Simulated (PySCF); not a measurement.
**TmSF: other functionals and bases at one geometry**

The task here is to estimate one member of a computed series from the others.

Method: several levels, as the steps say, no spin–orbit coupling; program: PySCF 2.14.0.

1 further run of the same task is left out (for a known fault of the program).

### Where the work starts

3 atoms, charge 0, spin multiplicity 1.

Bond lengths: Tm1–S2 2.305 Å, Tm1–F3 1.967 Å. Angles: S2–Tm1–F3 115.3°.

As a file:

```xyz
3
FSTm
Tm   -0.1752    0.0000   -0.3732
S     1.7986    0.0000    0.8168
F    -1.8130    0.0000    0.7155
```

Formal oxidation states: Tm +3. Each metal's 12 4f electrons lie in its core potential, so multiplicities, spins and levels count the valence alone. An earlier session relaxed this geometry at PBE0, Tm lcecp-1-SVP with ECP58, S def2-SVP, F def2-SVP (singlet, point group Cs).

At PBE0 on the finer grid: E = -536.520114 Eh, HOMO -5.97 eV, LUMO -2.91 eV, Mulliken charge on Tm1 +0.79 e, largest force component 0.014 eV/Å. 

Levels to run: M06-L; HF; PBE0, TZVP. Hardware: 2 threads of Intel Xeon Platinum 8488C (Sapphire Rapids), shared host.

The first run:

Contents of run.py (the lines that set the calculation):

```python
mol = gto.M(atom='''
Tm    -0.17519     0.00000    -0.37320
S      1.79862     0.00000     0.81684
F     -1.81300     0.00000     0.71552''',
    basis={'Tm': 'lcecp-1-SVP', 'S': 'def2-SVP', 'F': 'def2-SVP'},
    ecp={'Tm': 'lcecp-1-SVP'},
    charge=0, spin=0)
mf = dft.RKS(mol, xc='M06L')
mf.grids.atom_grid = (75, 302)  # f atoms: unpruned, at least (60, 302)
mf = mf.density_fit()  # fitting sets: Tm AutoAux, S def2-universal-JKFIT, F def2-universal-JKFIT
mf.conv_tol = 1e-08; mf.max_cycle = 55
mf.kernel(dm0)  # dm0: the density of the relaxed state
```

Launch:

```sh
OMP_NUM_THREADS=2 python run.py
```

Steps of the session up to this table: M06-L; HF; PBE0, TZVP.

One table of the session follows, with a row left open; its other results are not shown here.

```
              level  HOMO (eV)  gap (eV)  charge on Tm1 (e)  dipole (D)  largest force component (eV/Å)
PBE0 (relaxed here)      -5.97      3.06               0.79        7.91                            0.01
              M06-L      -4.94      2.45               0.93        8.02                            0.33
                 HF          ?         ?                  ?           ?                               ?
         PBE0, TZVP      -6.02      3.09               1.19        8.16                            0.04
```

Estimate the missing values for HF.

The run gave: HOMO (eV): -8.15; gap (eV): 7.12; charge on Tm1 (e): 1.10; dipole (D): 9.62; largest force component (eV/Å): 0.55. In the column «HOMO (eV)» it is the lowest.

In one basis the HOMO–LUMO gap runs from 2.45 eV (M06-L) to 7.12 eV (HF). The largest leftover force, 0.55 eV/Å with HF, stands at a geometry relaxed at another level. With 4f in the core, its levels are missing from HOMO and gap, and its count is fixed, so no charge can pass from the ligands into it. Total energies of different levels can't be compared.
